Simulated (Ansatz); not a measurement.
# H₂I+ (singlet): from Hartree-Fock to the top rungs at scale of all distances = 1.000, def2-SVP

One table from this session's results is given with a row withheld; the runs are named, their logs left out.

Method: def2-SVP, core rule «outside noble gas», up to 9 orbitals frozen; program: Ansatz 0.2.0, Gaussian basis.

Plan: UHF; CCSD(T) on RHF; BCCD(T) on RHF; CISD; CCSDT(Q) on RHF; CCSDTQ on RHF; CASSCF and MRCISD+Q, 2 electrons in 2 orbitals; CASSCF and NEVPT2, 2 electrons in 2 orbitals; CASSCF and MRCISD+Q, 8 electrons in 6 orbitals; CASSCF and NEVPT2, 8 electrons in 6 orbitals.

8 further runs of the same task are left out: 7 that didn't finish, 1 set aside as unsound or not needed.

## The geometry

The geometry derives from a PBE0/def2-TZVP stationary point (not a proven minimum). All distances are scaled together. No spin-orbit coupling is included. Elements past krypton take def2 core potentials.

3 atoms, charge 1, spin multiplicity 1.

Atoms are counted from 1 here; the program's logs count them from 0.

Bond lengths: I1–H2 1.629 Å, I1–H3 1.629 Å. Angles: H2–I1–H3 91.0°.

Coordinates:

```xyz
3
H2I
I     0.00000   -0.01786    0.00000
H     0.00000    1.12425   -1.16141
H     0.00000    1.12430    1.16136
```

The first run:

in.yaml

```yaml
crystal:
  periodic: [false, false, false]
  atoms:
    - {symbol: I, position_ang: [0.000000, -0.017859, 0.000000]}
    - {symbol: H, position_ang: [0.000000, 1.124252, -1.161410]}
    - {symbol: H, position_ang: [0.000000, 1.124299, 1.161363]}
basis:
  gaussian: {orbitals: def2-SVP}
total_charge: 1
magnetization: {spin_polarized: true, initial_magnetization: 0}
hamiltonian: {xc: hf}
output: {orbitals: {seedname: orbitals}}
```

On the command line:

```sh
> ansatz run in.yaml --threads 1 --pin off --events-out ev --progress --plain --max-ram 2393MiB
```

Among the steps run: UHF; CCSD(T) on RHF; BCCD(T) on RHF; CISD; CCSDT(Q) on RHF; CCSDTQ on RHF; CASSCF and MRCISD+Q, 2 electrons in 2 orbitals; CASSCF and NEVPT2, 2 electrons in 2 orbitals; CASSCF and MRCISD+Q, 8 electrons in 6 orbitals; CASSCF and NEVPT2, 8 electrons in 6 orbitals.

One table of the session follows, with a row left open; its other results are not shown here.

```
          method  from RCCSDTQ (meV)
             RHF             +3754.6
            RMP2              +649.3
            CISD              +248.3
           RCCSD                   ?
        RCCSD(T)               +15.3
         BCCD(T)               +15.4
          RCCSDT                +5.1
       RCCSDT(Q)                +0.5
         RCCSDTQ                   0
     CASSCF pair             +3252.4
     NEVPT2 pair              +581.8
     MRCISD pair              +179.6
   MRCISD+Q pair               -14.4
  CASSCF valence             +2676.3
  NEVPT2 valence              +600.8
  MRCISD valence              +114.7
MRCISD+Q valence                -8.9
```

Estimate the missing values for RCCSD.

The run gave: from RCCSDTQ (meV): +88.8. In the column «from RCCSDTQ (meV)» it lies between BCCD(T) (+15.4) and MRCISD valence (+114.7).
